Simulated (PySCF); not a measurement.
**GeB: from the state search to spectroscopic constants**

The task here is to estimate one member of a computed series from the others.

The runs use PySCF 2.14.0; Ge def2-TZVPPD, B def2-TZVPPD, no relativity.

Set-up of the first run:

Settings of the job:

| Quantity | Value |
| --- | --- |
| atoms | Ge, B |
| charge | 0 |
| basis | Ge def2-TZVPPD, B def2-TZVPPD |
| Hamiltonian | no relativity |
| basis functions | 91 |
| electrons treated | 37 |
| masses in u | 73.9212, 11.0093 |
| levels | PBE0, PBE, r²SCAN, MN15, B97-3, revPBE, M06, TPSS, HSE06, HF, MP2, SCS-MP2, CCSD, CCSD(T) |
| grid | 80 radial by 434 angular points |
| occupations | held fixed by the projection of orbital angular momentum |
| dissociation limit | Ge + B, each in its ground configuration |
| starting distance in angstrom | 1.975 |
| values of 2S to try | 1, 3 |

The run is started by

```console
$ OMP_NUM_THREADS=2 python dia.py task.json out
```

Steps of the session up to this table: Set-up; PBE0 along the bond; Other states along the same grid; PBE (GGA); r²SCAN; MN15; B97-3 (global hybrid GGA); revPBE; M06 (hybrid meta-GGA); TPSS; HSE06; UHF (mean field); MP2 and coupled cluster.

One table of the session follows, with a row left open; its other results are not shown here.

Energy (eV) from each level's lowest point:

| R (Å) | UHF | UHF-MP2 | UHF-SCS-MP2 | UHF-CCSD | UHF-CCSD(T) |
| --- | --- | --- | --- | --- | --- |
| 1.705 | 0.768 | 0.861 | 0.868 | n/a | n/a |
| 1.785 | 0.298 | 0.379 | 0.385 | 0.393 | 0.428 |
| 1.864 | ? | ? | ? | ? | ? |
| 1.923 | 0.000 | 0.024 | 0.026 | 0.027 | 0.037 |
| 1.983 | 0.009 | 0.000 | 0.000 | 0.000 | 0.000 |
| 2.042 | 0.069 | 0.030 | 0.025 | 0.025 | 0.016 |
| 2.122 | 0.199 | 0.137 | 0.123 | 0.116 | 0.097 |
| 2.221 | 0.397 | 0.357 | 0.323 | 0.290 | 0.266 |
| 2.340 | 0.641 | 0.692 | 0.626 | 0.549 | 0.524 |
| 2.499 | 0.945 | 1.174 | 1.053 | n/a | n/a |

**Question.** Estimate the row for R (Å) = 1.864.

Worked estimate for «UHF». A straight line through the neighbours (1.785, 0.298) and (1.923, 0.000) gives 0.298 + (0.000 − 0.298) × (1.864 − 1.785) / (1.923 − 1.785) = 0.127; a parabola fitted to 4 rows on both sides gives 0.054.

As computed: UHF: 0.063; UHF-MP2: 0.116; UHF-SCS-MP2: 0.120; UHF-CCSD: 0.123; UHF-CCSD(T): 0.144. In «UHF» the line misses by +0.064 and the parabola by -0.009.

Caveats from the session: Lowest PBE0 solution found, without spin–orbit coupling: ⁴Σ⁻ (quartet), unpaired electrons σ ↑, π ↑↑. Warnings in the runs' records: inverted.
